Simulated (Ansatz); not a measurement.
Predict the output of the script below (the Python package of Ansatz (0.2.0)).

Script `relaxed_scan.py`:
```python
"""Relaxed scan of one distance in BBrH4Si."""

import ansatz as az
import numpy as np

GEOMETRY = """
Si   -0.62600    0.42910   -0.22680
B     0.81780   -0.51620    0.50070
Br    1.76520   -1.83940   -0.64380
H    -1.64420   -0.45870   -0.66920
H    -0.21530    1.24990   -1.41370
H    -1.21800    1.39520    0.78340
H     1.18170   -0.32800    1.62360
"""


def main() -> None:
    molecule = az.Crystal.molecule()
    for line in GEOMETRY.strip().splitlines():
        symbol, *xyz = line.split()
        molecule = molecule.atom(symbol, [float(v) for v in xyz])

    calculation = (
        molecule.calculation()
        .basis(gaussian="def2-SVP")
        .functional("PBE0")
    )
    symbols = [site.symbol for site in molecule.cartesian_sites]
    pairs = [(0, 1), (0, 3), (0, 4), (0, 5), (1, 2), (1, 6)]
    print("held (A)   E (eV)        ", "  ".join(f"{symbols[i]}{i}-{symbols[j]}{j}" for i, j in pairs))
    for length in [1.4, 1.52, 1.64, 1.82, 2.05]:
        data = calculation.relax(constraints=[az.DistanceConstraint((0, 5), at=length)], force_tolerance=0.02, max_steps=60).run().report
        xyz = np.array(data["positions_ang"])
        print(f"{length:6.2f} {data['free_energy_ev']:14.5f}  ", "  ".join(f"{np.linalg.norm(xyz[i] - xyz[j]):.3f}" for i, j in pairs))


if __name__ == "__main__":
    main()
```

`python relaxed_scan.py` gives:
```text
held (A)   E (eV)         Si0-B1  Si0-H3  Si0-H4  Si0-H5  B1-Br2  B1-H6
DeckWarning: relax.constraints: the input's atoms, or those drawn, lie off the distances that are held; a relaxation that starts there is brought onto them ahead of its first SCF, by positions alone, an atom by 5.90e-2 Å at the most. With the symmetry detection on, the symmetry is detected on the input's atoms as so brought (as typed, where only the drawn atoms reach the distances), and notices that speak of the structure as typed mean those atoms
  1.40   -78641.33722   2.023  1.498  1.499  1.400  1.901  1.206
  1.52   -78641.42542   2.022  1.497  1.497  1.520  1.900  1.206
  1.64   -78641.27959   2.020  1.496  1.496  1.640  1.900  1.205
  1.82   -78640.86759   2.009  1.491  1.493  1.820  1.898  1.206
  2.05   -78640.09678   2.016  1.493  1.494  2.050  1.899  1.204
```
(Warnings from the package without file and line, repeats left out.)

Notes:
- Total energies depend on the basis set; only differences at equal settings carry meaning.
- The energies are electronic: no zero-point or thermal terms, and the basis set is short of its limit.
- Hardware and time: 2.2 min on 1 thread of Arm Neoverse V2, on a shared host, peak memory 0.24 GiB.
